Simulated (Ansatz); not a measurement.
# GeH3O2 radical: a ladder of functionals and wavefunction methods

The task here is to estimate one member of a computed series from the others.

Program: Ansatz 0.2.0, Gaussian basis. Level of theory: functionals in def2-TZVPP, the program's frozen cores in correlated methods. These are calculated values, not measurements.

Levels to be run: LDA (SPW92), PBE-D4, revPBE-D4, BLYP-D4, r2SCAN-D4, B97M-V, PBE0-D4, B3LYP-D4, r2SCANh-D4, r2SCAN0-D4, HSE06-D4, BHLYP-D4, CAM-B3LYP-D4, LC-ωPBE, ωB97X-V, ωB97M-V, B2PLYP, PBE-QIDH; CCSD(T)/def2-SVP; CCSD(T)/def2-TZVPP; MP2/def2-QZVPP; extrapolation to the limit; RPA on PBE.

### The geometry

All runs share one geometry, relaxed beforehand with PBE0-D4 in a triple-zeta def2 set.

SMILES `[O][GeH2][OH]`, 6 atoms, charge 0, spin multiplicity 2.

Atoms are counted from 1 here; the program's logs count them from 0.

Bond lengths: O1–Ge2 1.790 Å, Ge2–O3 1.768 Å, Ge2–H4 1.539 Å, Ge2–H5 1.528 Å, O3–H6 0.960 Å. Angles: O1–Ge2–O3 111.6°, O1–Ge2–H4 102.2°, O1–Ge2–H5 109.7°, O3–Ge2–H4 112.1°, O3–Ge2–H5 104.8°, H4–Ge2–H5 116.5°, Ge2–O3–H6 113.3°.

Set-up of the first run:

Contents of in.yaml:

```yaml
crystal:
  periodic: [false, false, false]
  atoms:
    - {symbol: O, position_ang: [-1.694041, -0.455904, 0.556914]}
    - {symbol: Ge, position_ang: [-0.249906, 0.168562, -0.295769]}
    - {symbol: O, position_ang: [1.186335, 0.124095, 0.735033]}
    - {symbol: H, position_ang: [-0.134773, -0.795792, -1.489818]}
    - {symbol: H, position_ang: [-0.447257, 1.647030, -0.628928]}
    - {symbol: H, position_ang: [1.381643, -0.751892, 1.076369]}
basis:
  gaussian: {orbitals: def2-TZVPP}
magnetization: {spin_polarized: true, initial_magnetization: 1}
hamiltonian: {xc: lda}
output: {orbitals: {seedname: orbitals}}
```

Steps of the session up to this table: LDA; PBE-D4 (GGA); revPBE-D4 (GGA); BLYP-D4 (GGA); r2SCAN-D4 (meta-GGA); B97M-V (meta-GGA); PBE0-D4 (hybrid); B3LYP-D4 (hybrid); r2SCANh-D4 (hybrid); r2SCAN0-D4 (hybrid); HSE06-D4 (hybrid); BHLYP-D4 (hybrid); CAM-B3LYP-D4 (range-separated); LC-ωPBE-D4 (range-separated; the results give it without D4); ωB97X-V (range-separated); ωB97M-V (range-separated); B2PLYP (double hybrid); PBE-QIDH (double hybrid).

One table of the session follows, with a row left open; its other results are not shown here.

It belongs to the step «Frontier levels by functional». 

```
  functional  HOMO (eV)  LUMO (eV)  gap (eV)
 LDA (SPW92)      -6.92      -6.60      0.32
      PBE-D4      -6.92      -6.06      0.86
   revPBE-D4      -6.87      -5.91      0.96
     BLYP-D4      -6.84      -6.04      0.81
   r2SCAN-D4      -7.39      -5.33      2.06
      B97M-V      -7.53      -5.31      2.23
     PBE0-D4      -8.77      -4.25      4.53
    B3LYP-D4      -8.49      -4.83      3.66
  r2SCANh-D4      -8.07      -4.68      3.39
  r2SCAN0-D4      -9.07      -3.70      5.37
    HSE06-D4      -8.36      -4.65      3.70
    BHLYP-D4     -10.50      -2.48      8.01
CAM-B3LYP-D4          ?          ?         ?
     LC-ωPBE     -11.73      -1.66     10.07
     ωB97X-V     -11.33      -2.01      9.32
     ωB97M-V     -11.24      -2.03      9.21
```

Q: Estimate the row for CAM-B3LYP-D4 from the others.

The run gave: HOMO (eV): -10.31; LUMO (eV): -3.15; gap (eV): 7.16. In the column «HOMO (eV)» it lies between BHLYP-D4 (-10.50) and r2SCAN0-D4 (-9.07).
